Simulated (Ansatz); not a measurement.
# In3TeCl: the cost of one run

Program: Ansatz 0.2.0. Level of theory: DFT PBE, scalar-relativistic, plane waves, PAW. These are calculated values, not measurements.

## Step 1: The starting structure

It takes space group Pm-3m (No. 221, cubic). Conventional cell: a = 6.020 Å, b = 6.020 Å, c = 6.020 Å, α = 90.00°, β = 90.00°, γ = 90.00°. Around Cl (site symmetry m-3m) lie 12 In at 4.26 Å. Te (site symmetry m-3m) is surrounded by 6 In at 3.01 Å. In (site symmetry 4/mmm) has 2 Te at 3.01 Å and 4 Cl at 4.26 Å and 8 In at 4.26 Å as nearest neighbours.

Coordinates:

```xyz
5
Lattice="6.0200 0.0000 0.0000 0.0000 6.0200 0.0000 0.0000 0.0000 6.0200" Properties=species:S:1:pos:R:3 pbc="T T T"
Cl    0.0000    0.0000    0.0000
Te    3.0100    3.0100    3.0100
In    3.0100    3.0100    0.0000
In    3.0100    0.0000    3.0100
In    0.0000    3.0100    3.0100
```

This is a trial structure built by rule; it need not be a known or stable form of this composition.

This is a trial structure, the antiperovskite prototype, and another one may lie lower.

## Step 2: Seeking zero pressure, try 1

input.yaml reads:

```yaml
crystal:
  lattice:
    - [6.02, 0.0, 0.0]
    - [0.0, 6.02, 0.0]
    - [0.0, 0.0, 6.02]
  atoms:
    - { symbol: Cl, position: [0.0, 0.0, 0.0] }
    - { symbol: Te, position: [0.5, 0.5, 0.5] }
    - { symbol: In, position: [0.5, 0.5, 0.0] }
    - { symbol: In, position: [0.5, 0.0, 0.5] }
    - { symbol: In, position: [0.0, 0.5, 0.5] }
basis:
  ecutwfc: 420
kpoints:
  mp_grid: { grid: [4, 4, 4] }
hamiltonian:
  xc: pbe
scf:
  occupations: { method: gaussian, width: 0.05 }
output:
  forces: true
  stress: true
  eigenvalues: true
```

Run with:

```sh
$ ansatz run input.yaml --threads 1 --pin off --max-ram 1228MiB --backend cpu --events-out ev --progress --plain --runs-dir out
```

What time and memory should one allow on 1 thread of Arm Neoverse N1, shared host?

About 12 s, with a peak of 0.46 GiB.
